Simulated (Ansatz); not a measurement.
Working through cell relaxations under several functionals of La, space group Im-3m

Program: the Ansatz DFT code, driven from Python.

Interactive session:
```pycon
>>> import warnings
>>> import ansatz as az
>>> import numpy as np
>>> def edges_and_angles(cell):
...     cell = np.asarray(cell)
...     a, b, c = np.linalg.norm(cell, axis=1)
...     cosines = cell[1] @ cell[2] / (b * c), cell[0] @ cell[2] / (a * c), cell[0] @ cell[1] / (a * b)
...     return (a, b, c, *np.degrees(np.arccos(cosines)))
...
>>> warnings.simplefilter('ignore', az.DeckWarning)
>>> lattice = az.Lattice.of(
...     (-2.123831, 2.123831, 2.123831),
...     (2.123831, -2.123831, 2.123831),
...     (2.123831, 2.123831, -2.123831),
... )
>>> sites = [
...     ('La', (0.0, 0.0, 0.0)),
... ]
>>> system = az.Crystal(lattice=lattice)
>>> for symbol, position in sites:
...     system = system.atom(symbol, position)
...
>>> job = (
...     system.calculation()
...     .occupations('cold', width=0.05)
...     .kpoints(spacing=0.2)
...     .relax(cell=True, force_tolerance=0.005)
... )
>>> levels = [('lda', 'none'), ('blyp', 'd3bj'), ('pbesol', 'none')]
>>> print('level            a       b       c    alpha   beta  gamma  V/atom  steps')
level            a       b       c    alpha   beta  gamma  V/atom  steps
>>> for name, dispersion in levels:
...     seen = []
...     run = job.functional(name, dispersion=dispersion).session().plan()
...     outcome = run.execute(on_event=lambda e: seen.append(e) if e['event'] == 'relax_step' else None)
...     cell = outcome.lattice.cell_ang
...     label = name if dispersion == 'none' else f'{name}+{dispersion}'
...     print('{:13s} {:7.4f} {:7.4f} {:7.4f} {:6.2f} {:6.2f} {:6.2f}'.format(label, *edges_and_angles(cell)), f'{abs(np.linalg.det(cell)) / len(outcome.lattice.sites):7.3f} {len(seen):5d}')
...
lda            3.4962  3.4962  3.4962 109.47 109.47 109.47  32.897     5
blyp+d3bj      3.5317  3.5317  3.5317 109.47 109.47 109.47  33.910     5
pbesol         3.5552  3.5552  3.5552 109.47 109.47 109.47  34.590     5
```

From smallest to largest: LDA (32.90 Å³ an atom, -14.2 % against the start), BLYP+D3BJ (33.91 Å³ an atom, -11.5 % against the start) and PBEsol (34.59 Å³ an atom, -9.7 % against the start). The spread is 5.1 % in volume.

Notes:
- BLYP and dispersion corrections can be off by several per cent in the lattices of metals, and by several GPa in the pressure at a fixed cell.
- Edges and angles are those of the cell as typed, here a primitive one, not of the conventional cell.
- This isn't the structure that La takes at ambient conditions.
- Finished in 16 s on 1 thread of Intel(R) Xeon(R) Processor @ 2.30GHz (shared host), peak memory 0.54 GiB.
